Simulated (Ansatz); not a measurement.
# ClFGeH₄Si: a ladder of functionals and wavefunction methods

How much do the methods differ for ClFGeH₄Si? The plan is to run it at one geometry with functionals of several rungs and with coupled cluster, and see how far each lands from CCSD(T) at the basis-set limit for the atomisation energy.

Program: Ansatz 0.2.0, Gaussian basis. Level of theory: functionals in def2-TZVPP, the program's frozen cores in correlated methods. These are calculated values, not measurements.

Levels to be run: PBE-D4, r2SCAN-D4, PBE0-D4, B3LYP-D4, ωB97X-V, ωB97M-V, B2PLYP; CCSD(T)/def2-TZVPP; MP2/def2-QZVPP; extrapolation to the limit.

## 1. The relaxed structure

The geometry comes from an earlier relaxation with PBE0-D4 in a triple-zeta def2 set; it is a stationary point, not always the lowest conformer.

8 atoms, charge 0, spin multiplicity 1.

Atoms are counted from 1 here; the program's logs count them from 0.

Bond lengths: F1–Ge2 1.748 Å, Ge2–Si3 2.389 Å, Ge2–H5 1.537 Å, Ge2–H6 1.540 Å, Si3–Cl4 2.055 Å, Si3–H7 1.485 Å, Si3–H8 1.482 Å. Angles: F1–Ge2–Si3 106.4°, F1–Ge2–H5 105.9°, F1–Ge2–H6 105.7°, Si3–Ge2–H5 113.7°, Si3–Ge2–H6 113.4°, H5–Ge2–H6 111.0°, Ge2–Si3–Cl4 109.2°, Ge2–Si3–H7 109.9°, Ge2–Si3–H8 110.7°, Cl4–Si3–H7 108.4°, Cl4–Si3–H8 108.8°, H7–Si3–H8 109.9°.

## 2. PBE-D4 (GGA)

in.yaml

```yaml
crystal:
  periodic: [false, false, false]
  atoms:
    - {symbol: F, position_ang: [-1.934116, 1.246436, 0.202887]}
    - {symbol: Ge, position_ang: [-0.195540, 1.170337, 0.040739]}
    - {symbol: Si, position_ang: [0.382167, -1.147285, 0.064483]}
    - {symbol: Cl, position_ang: [-0.258966, -2.023131, -1.680182]}
    - {symbol: H, position_ang: [0.135771, 1.877217, -1.283316]}
    - {symbol: H, position_ang: [0.368630, 1.953135, 1.240617]}
    - {symbol: H, position_ang: [1.856484, -1.298580, 0.150938]}
    - {symbol: H, position_ang: [-0.262431, -1.835230, 1.208135]}
basis:
  gaussian: {orbitals: def2-TZVPP}
hamiltonian: {xc: pbe, dispersion: d4}
output: {forces: true, orbitals: {seedname: orbitals}}
```

On the command line:

```console
$ ansatz run in.yaml --threads 4 --pin off --events-out ev --progress --plain --max-ram 10444MiB
```

After this run come: r2SCAN-D4 (meta-GGA); PBE0-D4 (hybrid); B3LYP-D4 (hybrid); ωB97X-V (range-separated); ωB97M-V (range-separated); B2PLYP (double hybrid); CCSD(T) in def2-TZVPP; MP2 in def2-QZVPP.

**Question.** What will the summary of the whole plan be? Wanted: atomisation energy, CCSD(T)/CBS; farthest; mean size of error, hybrid; mean size of error, range-separated; gap, smallest and largest; T1 diagnostic; triples share of the correlation energy.

The runs gave:

| quantity | value |
| --- | --- |
| atomisation energy, CCSD(T)/CBS | 2367.1 kJ/mol |
| functionals within 23.7 kJ/mol (1.0 %) | PBE-D4, r2SCAN-D4, ωB97X-V, ωB97M-V |
| farthest | B2PLYP (-53.7 kJ/mol) |
| mean size of error, hybrid | 40.8 kJ/mol |
| mean size of error, range-separated | 15.6 kJ/mol |
| gap, smallest and largest | 5.30 eV (PBE-D4), 11.72 eV (ωB97X-V) |
| T1 diagnostic | 0.0115 |
| triples share of the correlation energy | 3.4 % |

**Reading.** PBE-D4 misses by -20.1 kJ/mol. Double hybrids carry the basis error of their MP2 part in triple zeta, and no dispersion term here, so their miss is partly the set-up's. The reference freezes the cores and leaves out relativity and excitations past (T), and its outer-core shells are covered unevenly, so misses under about 23.7 kJ/mol can't be ranked. Hartree-Fock recovers 74 % of the binding; the rest is correlation. Orbital gaps span 5.3 to 11.7 eV; exact exchange widens them. Correlated methods include outer-core shells of Ge, which these sets cover unevenly.
